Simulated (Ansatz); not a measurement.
# C₂H₅F₂NSi: basis-set convergence

One table from this session's results is given with a row withheld; the runs are named, their logs left out.

Computed with Ansatz 0.2.0, Gaussian basis. Level: one geometry, several basis sets.

Levels to be run: PBE0-D4/def2-SVP; ωB97M-V/def2-SVP; PBE0-D4/def2-QZVPP; ωB97M-V/def2-QZVPP; the functionals' def2-TZVPP values are taken from earlier runs.

## Structure used throughout

The geometry comes from an earlier relaxation with PBE0-D4 in a triple-zeta def2 set; it is a stationary point, not always the lowest conformer.

SMILES `C[SiH]1NC1(F)F`, 11 atoms, charge 0, spin multiplicity 1.

Atoms are counted from 1 here; the program's logs count them from 0.

Bond lengths: C1–Si2 1.851 Å, C1–H7 1.091 Å, C1–H8 1.094 Å, C1–H9 1.093 Å, Si2–N3 1.710 Å, Si2–C4 1.854 Å, Si2–H10 1.484 Å, N3–C4 1.393 Å, N3–H11 1.008 Å, C4–F5 1.361 Å, C4–F6 1.362 Å. Angles: Si2–C1–H7 110.5°, Si2–C1–H8 110.4°, Si2–C1–H9 110.3°, H7–C1–H8 108.8°, H7–C1–H9 109.0°, H8–C1–H9 107.7°, C1–Si2–N3 119.4°, C1–Si2–C4 125.6°, C1–Si2–H10 112.7°, N3–Si2–C4 45.8°, N3–Si2–H10 118.4°, C4–Si2–H10 118.6°, Si2–N3–C4 72.5°, Si2–N3–H11 153.6°, C4–N3–H11 127.8°, Si2–C4–N3 61.7°, Si2–C4–F5 126.9°, Si2–C4–F6 123.6° and more.

Geometry (Å):

```xyz
11
charge 0, multiplicity 1
C     0.72167   -1.59600   -0.47333
Si    0.58729    0.12094    0.20409
N    -0.85834    0.60815    0.97724
C    -0.74740    1.34120   -0.20243
F    -1.75099    1.18185   -1.10817
F    -0.60476    2.68856   -0.06472
H    -0.21908   -1.90007   -0.93420
H     0.96691   -2.30270    0.32442
H     1.51749   -1.64811   -1.22078
H     1.87636    0.62998    0.73437
H    -1.42375    0.81920    1.78421
```

The first run:

Contents of in.yaml:

```yaml
crystal:
  periodic: [false, false, false]
  atoms:
    - {symbol: C, position_ang: [0.721674, -1.595998, -0.473333]}
    - {symbol: Si, position_ang: [0.587289, 0.120945, 0.204088]}
    - {symbol: N, position_ang: [-0.858343, 0.608153, 0.977241]}
    - {symbol: C, position_ang: [-0.747395, 1.341196, -0.202428]}
    - {symbol: F, position_ang: [-1.750988, 1.181850, -1.108166]}
    - {symbol: F, position_ang: [-0.604758, 2.688563, -0.064717]}
    - {symbol: H, position_ang: [-0.219083, -1.900072, -0.934202]}
    - {symbol: H, position_ang: [0.966915, -2.302697, 0.324420]}
    - {symbol: H, position_ang: [1.517487, -1.648115, -1.220781]}
    - {symbol: H, position_ang: [1.876356, 0.629982, 0.734366]}
    - {symbol: H, position_ang: [-1.423754, 0.819195, 1.784214]}
basis:
  gaussian: {orbitals: def2-SVP}
hamiltonian: {xc: pbe0, dispersion: d4}
output: {orbitals: {seedname: orbitals}}
```

On the command line:

```console
> ansatz run in.yaml --threads 4 --pin off --events-out ev --progress --plain --max-ram 10444MiB
```

Among the steps run: PBE0-D4 in def2-SVP; ωB97M-V in def2-SVP; PBE0-D4 in def2-QZVPP; ωB97M-V in def2-QZVPP.

One table of the session follows, with a row left open; its other results are not shown here.

It belongs to the step «Density functionals: the series». 

| functional | basis | HOMO (eV) | LUMO (eV) |
| --- | --- | --- | --- |
| PBE0-D4 | def2-SVP | ? | ? |
| PBE0-D4 | def2-TZVPP | -7.63 | -0.22 |
| PBE0-D4 | def2-QZVPP | -7.67 | -0.35 |
| ωB97M-V | def2-SVP | -9.74 | 2.12 |
| ωB97M-V | def2-TZVPP | -9.88 | 1.49 |
| ωB97M-V | def2-QZVPP | -9.92 | 1.15 |

Q: Estimate the row for PBE0-D4, def2-SVP from the others.

**Answer.** HOMO (eV): -7.52; LUMO (eV): 0.19. In the column «HOMO (eV)» it is the highest.
